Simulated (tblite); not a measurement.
# C3H10BrGeN: the cost of one run

Computed with tblite 0.8.0 and PySCF 2.14.0, with density-fitted response routines of our own, on a single molecule in the gas phase. Atoms are numbered from 0 throughout.

## (1) Starting geometry

16 atoms, charge 0, multiplicity 1; geometry from: force field or distance geometry start.

Bonds of the start (Å): C0–C1 1.54, C1–C2 1.53, C2–Ge3 1.96, Ge3–N4 1.85, Ge3–Br5 2.32, C0–H6 1.11, C0–H7 1.11, C0–H8 1.11, C1–H9 1.10, C1–H10 1.11, C2–H11 1.10, C2–H12 1.11, Ge3–H13 1.55, N4–H14 1.05, N4–H15 1.04.

## (2) Optimising the geometry with GFN2-xTB

The job: settings as JSON, then the geometry in Å.

```
{"job": {"kind": "relax", "xc": "GFN2-xTB", "basis": "xTB"}, "charge": 0, "multiplicity": 1}
C      2.282400    -0.506200    -0.362900
C      0.905000     0.183500    -0.333700
C      0.006000    -0.476500     0.717800
Ge    -1.735600     0.432100     0.762600
N     -2.552500     0.339200    -0.895800
Br    -1.459600     2.650200     1.389100
H      2.162100    -1.572400    -0.634000
H      2.920300    -0.007000    -1.120100
H      2.778300    -0.425800     0.628100
H      0.439400     0.104700    -1.325600
H      1.048400     1.251400    -0.078000
H      0.454600    -0.412100     1.724500
H     -0.173300    -1.540000     0.469600
H     -2.630600    -0.286600     1.811000
H     -1.972500     0.923000    -1.551400
H     -2.479900    -0.648800    -1.212500
```

Command:

```console
OMP_NUM_THREADS=1 python probes_run.py task.json out
```

This one command runs all jobs of the session in turn.

**Question.** How long does this first job take on 1 thread of Intel Xeon at 2.50GHz, shared host, and how much memory does it need?

About 2.1 s, with a peak of 0.18 GiB.
